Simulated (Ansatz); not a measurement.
# CuS: a single point and what it writes

Aim: for CuS, a known structure type filled with other elements, at an estimated volume, find gap or metal, charges, bonding, and the stress on the cell. The atoms and the cell stay fixed.

Method: DFT, LDA, with on-site exact exchange 0.13 on Cu d, no spin polarisation, plane waves, PAW, in Ansatz 0.2.0.

### 1 Geometry

It takes space group P6_3mc (No. 186, hexagonal). Conventional cell: a = 3.715 Å, b = 3.715 Å, c = 6.084 Å, α = 90.00°, β = 90.00°, γ = 120.00°. Around Cu (site symmetry 3m) lie 4 S at 2.28 Å. S (site symmetry 3m) is surrounded by 4 Cu at 2.28 Å.

Coordinates:

```cif
data_structure
_symmetry_space_group_name_H-M 'P 1'
_symmetry_Int_Tables_number 1
_cell_length_a 3.7148
_cell_length_b 3.7149
_cell_length_c 6.0841
_cell_angle_alpha 90.000
_cell_angle_beta 90.000
_cell_angle_gamma 120.000
_cell_volume 72.71
loop_
_atom_site_label
_atom_site_type_symbol
_atom_site_fract_x
_atom_site_fract_y
_atom_site_fract_z
_atom_site_occupancy
Cu1 Cu 0.33330 0.66670 0.00000 1
Cu2 Cu 0.66660 0.33330 0.50000 1
S1 S 0.33330 0.66670 0.37480 1
S2 S 0.66660 0.33330 0.87480 1
```

The run starts from a saved solution of this cell (checkpoint.read), perhaps found on another mesh.

### 2 The run

Input file input.yaml:

```yaml
crystal:
  lattice:
    - [3.71484862, 0.0, 0.0]
    - [-1.8574248, 3.21715841, 0.0]
    - [0.0, 0.0, 6.08406522]
  atoms:
    - { symbol: Cu, position: [0.3333, 0.6667, 0.0] }
    - { symbol: Cu, position: [0.6666, 0.3333, 0.5] }
    - { symbol: S, position: [0.3333, 0.6667, 0.3748] }
    - { symbol: S, position: [0.6666, 0.3333, 0.8748] }
  symmetry: { tolerance: 0.0003 }
kpoints:
  mp_grid: { grid: [10, 10, 6], shift: [0, 0, 0] }
  band_path:
    path:
      - [0.0, 0.0, 0.0]
      - [0.4999997, 4.0e-07, 0.0]
      - [0.33333313, 0.33333393, 0.0]
      - [0.0, 0.0, 0.0]
      - [0.0, 0.0, 0.5]
      - [0.4999997, 4.0e-07, 0.5]
      - [0.33333313, 0.33333393, 0.5]
      - [0.0, 0.0, 0.5]
      - [0.4999997, 4.0e-07, 0.5]
      - [0.4999997, 4.0e-07, 0.0]
      - [0.33333313, 0.33333393, 0.5]
    npoints: 6
magnetization:
  spin_polarized: false
scf:
  occupations: { method: fermi_dirac }
  lower_state_search: "off"
  max_iter: 200
hamiltonian:
  pseudopotentials: { kind: paw }
  xc: lda
  hubbard:
    projectors: all-electron-ortho-atomic
    sites: [{ species: Cu, l: d, exx: { coeff: 0.13 } }]
basis:
  ecutwfc: 420
  fft_grid_basis: typed
output:
  forces: true
  stress: true
  eigenvalues: true
  bader: true
  populations: true
  elf: true
  write_potential: true
  volumetric_format: npy
  dos:
    e_range: [-12, 8]
    de: 0.05
    projected: { site_lists: { Cu: [Cu], S: [S] } }
checkpoint:
  read: saved_state
```

Standard output:

```text
Warning: the atoms were moved onto the symmetric positions of the space group found under crystal.symmetry.tolerance 3.0e-4 (fractional; no operation is sought that the atoms, as they stand in a round, miss by more than twice it, and no atom is moved by as much as it), and the run uses the moved positions. Before a round's move an operation carried an atom to 1.86e-4 Å from where it should land, the largest such distance. Atom 0 (counting from 0) moved farthest, by 2.14e-4 Å; the longest move in fractions of the cell, of whichever atom, is 0.24 of the tolerance, in 1 round. To run the atoms as typed, lower crystal.symmetry.tolerance until the operations that they miss are no longer found, or set crystal.symmetry.detect: false (a key that needs symmetry detection or time reversal refuses this as the deck is read). The positions used, in the order of the run's atom list: position: [0.3333333333333333, 0.6666666666666666, 0.0]; position: [0.6666666666666667, 0.3333333333333333, 0.5]; position: [0.3333333333333333, 0.6666666666666666, 0.3748]; position: [0.6666666666666667, 0.3333333333333333, 0.8748]; The lattice was moved too: crystal.lattice misses the space group found at crystal.symmetry.tolerance 3.0e-4 in a digit that the deck types, which is why this is a warning: making the lattice exact moves one of its numbers by a whole unit of that number's last typed decimal, or more. The operation that it misses by the most changes a squared length by the fraction 2.92e-6. The run uses the lattice that is a stretch of the typed one, with no rotation, onto the one that keeps every operation to a double's rounding (on a very oblique basis the stretch itself rounds by more); the deck's lattice vector that moved farthest moved by 2.98e-6 Å. To run the lattice as typed, set crystal.symmetry.tolerance under 3.04e-7, the least fraction by which an operation that the lattice misses changes a squared length (the same key also sets how far an atom may lie from its image, so lowering it can lose operations that the atoms keep only within it), or set crystal.symmetry.detect: false, as for the atoms. crystal.lattice made exact, in Å and degrees: [[3.7148515840403618, 2.829016318416769e-7, 0.0], [-1.857426037020181, 3.217155701617, 0.0], [0.0, 0.0, 6.08406522]]. Pasted over the deck's crystal.lattice, beside positions in fractional coordinates, it runs the same cell (given as lengths and angles, that cell in the form's own orientation, a rigid turn of the misfit's size from the one run here, for which a checkpoint.post_process_only pass over this run's state can be refused: where this run relaxes nothing, give such a pass this deck's own crystal.lattice, as typed; behind a relaxation, as crystal.lattice, the state's own cell, identity.cell in its checkpoint.json), and a matrix so pasted ends this notice, except on a very skew basis of the lattice, where the rounding of the pasted numbers themselves can read as a misfit: the cell is then moved again, and that move is told again. The lattice as run is in this notice's lattice.as_run_ang field (Run.prep()["deck_notices"] in Python, the deck_notice line of an events file, deck_notices of ansatz run --dry-run=json, or deck_notices in record.json in the deck's checkpoint.write directory).
Warning: RAYON_NUM_THREADS=1 ignored (pool sized by the plan → 1); use --threads N
Cu: projections on atomic orbitals take those of the free atom [Ne] 3s2 3p6 3d10 4s1, of charge +0.00 (hamiltonian.pseudopotentials.projection_atoms); the dataset's partial waves leave at most 2.0e-6 of an orbital's norm unspanned inside its sphere
S: projections on atomic orbitals take those of the free atom [Ne] 3s2 3p4, of charge +0.00 (hamiltonian.pseudopotentials.projection_atoms); the dataset's partial waves leave at most 1.6e-7 of an orbital's norm unspanned inside its sphere
Engine: ansatz 0.2.0, x86_64-unknown-linux-gnu
Pseudopotentials: kind: paw
Pseudopotential: Cu, paw, valence charge 19, recommended cutoff 420 eV (normal), Cu.paw.azcp
Pseudopotential: S, paw, valence charge 6, recommended cutoff 420 eV (normal), S.paw.azcp
Functional definition: SPW92
  exchange = slater_x
  correlation = pw_c
Crystal: 4 atoms, lattice volume = 72.712 Å³
Basis set: ecut = 420 eV, 1389 PW (Γ)
Bands: 30, of which v1, the nominal top of the filled ones, is band 25 counted from 1 (24 counted from 0)
Symmetry: 12 space group operations
Space group: P63mc (ITA 186), of the structure as read, at distance tolerance 1.3e-3 Å
k-points: 56 of 600 (time reversal used)
Non-local potential: Cu, projectors of the file, l = 0: 3, l = 1: 2, l = 2: 3, l = 3: 1
Non-local potential: S, projectors of the file, l = 0: 2, l = 1: 2, l = 2: 2
PAW form: soft (Blöchl's): semilocal exchange-correlation on the pseudo side does not see the compensation charge
PAW frozen core: Cu, regenerated for the run's functional, and the local potential with it (the file was generated under x = pbe(κ = 0.804, μ = 0.2195149727645171), c = pbe(β = 0.06672455060314922))
PAW frozen core: S, regenerated for the run's functional, and the local potential with it (the file was generated under x = pbe(κ = 0.804, μ = 0.2195149727645171), c = pbe(β = 0.06672455060314922))
PAW one-centre angular grid: Cu, 590 points (default); XC on 64 Gauss nodes
PAW one-centre angular grid: S, 110 points (default); XC on 64 Gauss nodes
Initial density: read from a saved state, or passed on in memory by an earlier SCF of this step, an earlier step, the calling program or the single point that the run made first
Initial wavefunctions: pseudopotential atomic-orbital guess
Functional: x = slater, c = lda
iter 1 solved again at ethr=4.21e-6 eV; its pass at ethr=3.10e-3 eV (dr2=2.10e-3 eV) is discarded
SCF iter   1: F=—  HF=-14841.770113 eV  |F-HF|=—  |Δ(HF+E_count)|=         —  Δρ=5.56e-3  dr2=1.90e-3  ethr=4.21e-6  ⟨swp⟩=2.4  Hψ=9688  notcnv=0
preconditioner: auto → LDOS  [metal: Δε(μ)=0.014 eV  Ē_g=9.031 eV  σ=0.100 eV  W_gap=0.03  n_scr=22 (ndim 8)  ℏωp=25.4 eV  f_vac=0.059  D(μ)=3.52/eV (n_scr^D=34)  β→1.0]
SCF iter   2: F=—  HF=-14841.777214 eV  |F-HF|=—  |Δ(HF+E_count)|=   7.10e-3  Δρ=2.12e-3  dr2=1.71e-3  ethr=3.79e-6  ⟨swp⟩=2.0  Hψ=2483  notcnv=0
SCF iter   3: F=—  HF=-14841.777353 eV  |F-HF|=—  |Δ(HF+E_count)|=   1.40e-4  Δρ=2.35e-3  dr2=2.41e-3  ethr=3.42e-6  ⟨swp⟩=2.0  Hψ=3101  notcnv=0
SCF iter   4: F=—  HF=-14841.776810 eV  |F-HF|=—  |Δ(HF+E_count)|=   5.44e-4  Δρ=4.24e-4  dr2=9.46e-5  ethr=3.42e-6  ⟨swp⟩=2.0  Hψ=2371  notcnv=0
SCF iter   5: F=—  HF=-14841.776793 eV  |F-HF|=—  |Δ(HF+E_count)|=   1.66e-5  Δρ=6.93e-5  dr2=2.39e-6  ethr=1.89e-7  ⟨swp⟩=2.2  Hψ=2488  notcnv=0
SCF iter   6: F=—  HF=-14841.776793 eV  |F-HF|=—  |Δ(HF+E_count)|=   6.07e-7  Δρ=3.49e-5  dr2=5.35e-7  ethr=4.78e-9  ⟨swp⟩=2.2  Hψ=2578  notcnv=0
SCF iter   7: F=-14841.776792 eV  HF=-14841.776793 eV  |F-HF|=8.48e-8  |Δ(HF+E_count)|=   1.29e-7  Δρ=1.01e-5  dr2=6.38e-8  ethr=2.00e-10  ⟨swp⟩=6.1  Hψ=10802  notcnv=0
SCF 1 converged in 7 iterations: F = -14841.776792 eV  dr2 = 6.38e-8
NSCF: frozen V_eff on 61 k-points
SCF converged after 7 iterations
Free energy (F): -14841.776792 eV
Harris-Foulkes:  -14841.776793 eV  (|F-HF|=8.48e-8)
Internal energy: -14841.661800 eV  (E = F + TS)
E sigma→0 (E₀):  -14841.719296 eV
Entropy (-TS):   -0.114992 eV (-28.748 meV/atom)
Fermi energy:    7.197583 eV
--- Per-component energies (eV) ---
  E_band       = -1048.308435
  E_kinetic    = 809.983496
  E_local      = -11301.144173  (includes V_loc(G=0)·N_el)
  E_nonlocal   = 849.058333
  E_hartree    = 4961.947354
  E_xc         = -367.807554
  E_vxc        = -402.852191  (∫ρ·V_xc dr)
  E_hubbard    = 9.363965  (on-site DFT+U / exact-exchange correction)
  E_vhub       = -11.749240  (the Hubbard potential's part of the band-sum identity)
  E_paw        = -4324.382841  (= ΣΔE_a)
  E_vpaw       = -915.473772  (= ΣTr[D̂ρ^β])
  E_aug_tail   = 0.000361  (compensation charges beyond the density's cutoff)
  E_ewald      = -5479.886457
  E_core_change = 1.205715  (= ΣΔE_core)
  E_smearing   = -0.114992  (= −TS)
  E_closure    = -0.000000  (closes the sum)
  Σ components = -14841.776792   (vs F -14841.776792, Δ=0.00e0)
--- On-site exact exchange (per corrected site; eV) ---
  site 0 (l=d): alpha=0.1300 dc=exchange radial=all-electron (raw norm 1.0000)  F^k = [25.0839, 11.0456, 6.7771, 0.0000]  J_bar=1.2731  alpha(F0-J_bar)=3.0954
           E_x^HF=-139.814565  E_dc=-175.829814  alpha(E_x^HF-E_dc)=4.681982
  site 1 (l=d): alpha=0.1300 dc=exchange radial=all-electron (raw norm 1.0000)  F^k = [25.0839, 11.0456, 6.7771, 0.0000]  J_bar=1.2731  alpha(F0-J_bar)=3.0954
           E_x^HF=-139.814565  E_dc=-175.829814  alpha(E_x^HF-E_dc)=4.681982
--- Forces (eV/Å), atoms counted from 1 ---
  atom   1  Cu     0.00000000     0.00000000     0.10069023
  atom   2  Cu    -0.00000000    -0.00000000     0.10069023
  atom   3  S     -0.00000000     0.00000000    -0.10071019
  atom   4  S      0.00000000    -0.00000000    -0.10071019
  max |Σ_I F_I| component: 3.99e-5 eV/Å
--- Stress (GPa, compression-positive) ---
       -8.921949      -0.000000       0.000000
       -0.000000      -8.921949      -0.000000
        0.000000      -0.000000      -7.386552
  P = ⅓ Tr σ = -8.4102 GPa (-84.102 kbar)
--- Band table (eV; the first three rows and the last of 56) ---
  k-point 0: bands = ["-103.9755", "-103.9754", "-61.8030", "-61.8030", "-61.8028", "-61.8028", "-61.7772", "-61.7764", "-6.1859", "-5.1882", "2.0056", "3.0925", "3.1002", "3.1002", "3.2221", "3.2221", "4.2822", "4.2822", "4.4946", "4.4946", "4.7173", "7.3676", "7.3676", "8.3380", "8.4315", "8.4315", "10.4919", "11.5354", "14.4550", "14.4550"]
  k-point 1: bands = ["-103.9755", "-103.9754", "-61.8030", "-61.8030", "-61.8029", "-61.8029", "-61.7772", "-61.7765", "-6.1289", "-5.2678", "2.0874", "3.0236", "3.1037", "3.1037", "3.2088", "3.2088", "4.3009", "4.3009", "4.4855", "4.4855", "4.8889", "7.4328", "7.4328", "7.8675", "8.3534", "8.3534", "10.9552", "11.5835", "14.4752", "14.4835"]
  k-point 2: bands = ["-103.9755", "-103.9755", "-61.8029", "-61.8029", "-61.8029", "-61.8029", "-61.7770", "-61.7767", "-5.9674", "-5.4735", "2.2998", "2.8346", "3.1166", "3.1166", "3.1768", "3.1768", "4.3489", "4.3489", "4.4563", "4.4563", "5.3801", "6.9967", "7.6150", "7.6150", "8.1456", "8.1456", "11.6427", "11.7170", "14.3229", "14.6034"]
  k-point 55: bands = ["-103.9754", "-103.9754", "-61.8034", "-61.8034", "-61.8033", "-61.8033", "-61.7768", "-61.7768", "-4.9384", "-4.9384", "2.2366", "2.2366", "2.9345", "2.9345", "3.5682", "3.5682", "4.3176", "4.3176", "4.6308", "4.6308", "4.9117", "4.9117", "5.4823", "5.4823", "6.7708", "6.7708", "12.9056", "12.9056", "14.2991", "14.2991"]
Occupation matrices written to <dir>
--- Löwdin populations: 4 sites ---
  site symbol       q [e]
     0     Cu     18.2757
     1     Cu     18.2757
     2      S      6.5427
     3      S      6.5427
  spilling = 0.007261 (of n_electrons = 50.000000)
--- Bader charges: 4 sites ---
  site symbol  charge [e]  shift [e]
     0     Cu      0.5118     0.0003
     1     Cu      0.5118     0.0003
     2      S     -0.5118     0.0003
     3      S     -0.5118     0.0003
  estimated error of the sums over rays = 3.9e-4 e
```

It took 31 s on 1 thread, shared host; peak memory 0.5 GiB.

### 3 How far from equilibrium

The largest forces, with each atom's nearest neighbour:

```tsv
atom	force (eV/Å)	nearest	distance (Å)	direction
S3	0.101	Cu2	2.28	(others are as near)
S4	0.101	Cu1	2.28	(others are as near)
Cu1	0.101	S4	2.28	(others are as near)
Cu2	0.101	S3	2.28	(others are as near)
```

Diagonalising the stress gives -8.92, -8.92, -7.39 GPa, so P = -8.41 GPa (positive in compression).

### 4 Band structure

Levels near the Fermi level at the path's corners (eV):

```tsv
point	band 24	band 25	band 26	band 27
Γ	1.14	1.23	1.23	3.29
M	-1.44	-0.50	0.16	4.74
K	-1.14	-1.14	-0.98	4.95
Γ	1.14	1.23	1.23	3.29
A	0.68	0.68	0.68	4.65
L	-0.65	-0.59	-0.59	4.58
H	-1.80	-0.42	-0.42	5.76
A	0.68	0.68	0.68	4.65
L	-0.65	-0.59	-0.59	4.58
M	-1.44	-0.50	0.16	4.74
H	-1.80	-0.42	-0.42	5.76
```

The same bands between the corners:

```
distance (1/Å)  band 26  band 27
          0.00     1.23     3.29
          0.33     0.97     4.38
          0.65     0.43     4.90
          0.98     0.16     4.74
          1.16    -0.11     5.33
          1.35    -0.59     5.15
          1.54    -0.98     4.95
          1.92    -0.14     5.74
          2.29     0.82     4.65
          2.67     1.23     3.29
          2.84     1.16     3.76
          3.01     0.95     4.45
          3.18     0.68     4.65
          3.51     0.32     5.48
          3.84    -0.33     4.90
          4.16    -0.59     4.58
          4.35    -0.49     4.96
          4.54    -0.44     5.53
          4.72    -0.42     5.76
          5.10    -0.50     5.62
          5.48     0.14     5.79
          5.85     0.68     4.65
          6.18     0.32     5.48
          6.50    -0.33     4.90
          6.83    -0.59     4.58
          7.00    -0.26     4.38
          7.17     0.04     4.77
          7.34     0.16     4.74
          7.60    -0.21     5.07
          7.85    -0.39     5.38
          8.11    -0.42     5.76
```

### 5 Density of states

States per cell by energy window, from dos.tsv and pdos.tsv (tetrahedra; eV from the Fermi level):

```tsv
from	to	total	Cu d	S p
-4.5	-4.0	2.77	1.48	1.20
-4.0	-3.5	5.55	3.40	2.05
-3.5	-3.0	0.01	0.01	0.00
-3.0	-2.5	8.00	7.78	0.10
-2.5	-2.0	2.45	2.03	0.25
-2.0	-1.5	1.62	1.07	0.42
-1.5	-1.0	1.92	0.95	0.85
-1.0	-0.5	1.69	0.69	0.91
-0.5	0.0	2.34	0.81	1.42
0.0	0.5	1.31	0.41	0.84
0.5	1.0	0.59	0.17	0.40
1.0	1.5	0.08	0.02	0.06
1.5	2.0	0.00	0.00	0.00
2.0	2.5	0.00	0.00	0.00
2.5	3.0	0.00	0.00	0.00
3.0	3.5	0.00	0.00	0.00
```

### 6 Atomic charges

By element, from the tables in the log (a charge is positive for electrons lost): Löwdin charges also hold the electrons that the projection spills.

```tsv
element	atoms	Bader charge (e)	Bader volume (Å³)	Löwdin charge (e)
Cu	2	+0.51	13.9	+0.72
S	2	-0.51	22.4	-0.54
```

The Löwdin projection spills 0.7 % of the electrons and depends on the orbitals chosen; where it disagrees with Bader's partition, neither is an observable.

Occupation eigenvalues of the Hubbard shells:

```tsv
atom	shell	spin	eigenvalues
Cu1	d	each	0.94 0.94 0.95 0.99 0.99
Cu2	d	each	0.94 0.94 0.95 0.99 0.99
```

### 7 Maps of the fields

Maps in the plane spanned by b and c at height 0.333 along a (axes of the input's cell), one cell: b runs left to right (11 points from zero), c bottom to top (18 points), 90° apart. Inside the augmentation spheres the fields are the smooth ones.

Valence density. Ten steps from '0' (0.04 e/Å³) to '9' (61.80 e/Å³), finer at the low end (step k begins (100^(k/10) - 1)/99 of the way up):
```
00000147731
00000013210
00000000000
00000000000
00000000000
00000000000
00000000000
00000000000
00000111110
00000122221
00000120121
00000121121
00000112210
00000011110
00000001100
00000013210
00000147730
00000269941
```

ELF. Ten even steps from '0' (0.01) to '9' (0.91):
```
46762136521
57774112212
57764211113
46653111112
23431000001
11211000000
11111122221
11112467763
21113798886
41126985698
52127960089
52127861288
41026899997
20003689975
10001222222
10011112211
12221136521
25542149931
```

Atoms within 0.2 Å of the plane, in fractions of b and c: Cu at (0.67, 0.00), S at (0.67, 0.37).

Scans along the contacts give these minima of the density:

```tsv
contact	length (Å)	minimum at (fraction)	density (e/Å³)	ELF
Cu1–S4	2.276	0.47	0.540	0.35
```

```
fraction  Cu1–S4
     0.2    11.2
     0.3    2.25
     0.4   0.656
     0.5    0.56
     0.6   0.797
     0.7    1.15
     0.8    1.11
```

(Smooth valence density in e/Å³ at fractions of each contact.)

### 8 Results

| quantity | value |
| --- | --- |
| largest force | 0.101 eV/Å on S |
| pressure | -8.4 GPa |
| character | metal |
| density of states, mean within 0.25 eV of the Fermi level | 3.6 per eV per cell |
| Bader charges | Cu +0.51, S -0.51 e |

In words: It is a metal; within 0.25 eV of the Fermi level the density of states averages 3.6 per eV per cell, mostly S p (63 %) and Cu d (32 %). At -8.4 GPa the cell is stretched and would shrink, and unequal principal stresses would change its shape. S feels the largest force, 0.10 eV/Å, so the positions are not relaxed. By Bader's partition Cu gives up most (+0.51 e) and S takes most (-0.51 e).

Keep in mind: a Hubbard term without moments, so a magnetic state may lie lower.
